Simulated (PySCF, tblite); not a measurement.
# C2H5OSSi radical: geometry, infrared bands and EPR parameters

Wanted: the infrared bands and EPR parameters of C2H5OSSi radical (`CC(=O)S[SiH2]`), by calculation.

Computed with tblite 0.8.0 and PySCF 2.14.0, with density-fitted response routines of our own, on a single molecule in the gas phase. Atoms are numbered from 0 throughout.

## 1. The starting structure

10 atoms, charge 0, multiplicity 2; geometry from: force field or distance geometry start.

Bonds of the start (Å): C0–C1 1.47, C1–O2 1.25, C1–S3 1.79, S3–Si4 2.13, C0–H5 1.10, C0–H6 1.12, C0–H7 1.09, Si4–H8 1.46, Si4–H9 1.47.

## 2. Optimising the geometry with GFN2-xTB

What the job is given:

```
{"job": {"kind": "relax", "xc": "GFN2-xTB", "basis": "xTB"}, "charge": 0, "multiplicity": 2}
C     -2.002200     0.154800    -0.347000
C     -0.650600     0.065500     0.234200
O     -0.444800     0.289100     1.447700
S      0.801300    -0.380600    -0.717500
Si     2.570500    -0.428200     0.461000
H     -2.758700     0.540300     0.360000
H     -1.903600     0.830100    -1.236400
H     -2.263400    -0.826200    -0.754500
H      2.965000     0.858900     1.022300
H      3.695500    -1.098900    -0.198200
```

On the command line:

```bash
OMP_NUM_THREADS=1 python probes_run.py task.json out
```

One launch serves the whole session: the jobs run in the order shown.

**Question.** This job is followed by: GFN2-xTB harmonic vibrations, gas phase; UKS B3LYP, pcH-1 on C H O S Si, non-relativistic, mean-field spin-orbit, GIAO. What will the session give for the following? strongest single infrared mode (GFN2-xTB); zero-point energy (GFN2-xTB); g(iso) (B3LYP); ⟨S²⟩; largest a(iso) (averaged by class); potential on the surface of density 0.002 e/bohr³, 1st and 99th percentile.

**Answer**, as computed:

```
                                                                  quantity                    value
                                 strongest single infrared mode (GFN2-xTB)    1603 cm⁻¹, 245 km/mol
                                              zero-point energy (GFN2-xTB)            39.5 kcal/mol
                                                            g(iso) (B3LYP)                  2.00368
                                                                      ⟨S²⟩       0.752 (exact 0.75)
                                        largest a(iso) (averaged by class)  29Si on Si4, -742.1 MHz
potential on the surface of density 0.002 e/bohr³, 1st and 99th percentile       -1.28 V and 1.17 V
```

**Reading.** Over 57 steps the energy fell by 0.550 eV; of the close pairs, S3–Si4 changed most, 2.126 to 2.205 Å. All 24 modes are real, so the xTB geometry is a minimum. The strongest single mode, at 1603 cm⁻¹, moves mainly C1 and O2. GFN2-xTB is a fitted tight-binding method: band positions and strengths are rough. Its intensities can rank the bands wrongly. Si4 carries the largest spin population, 0.86 e. The isotropic g lies 1.4 ppt above the free-electron value. These values are for one conformer; the search (at its own cheap level) found 2 more, at 0.86, 7.58 kcal/mol, and measured spectra average over such forms.
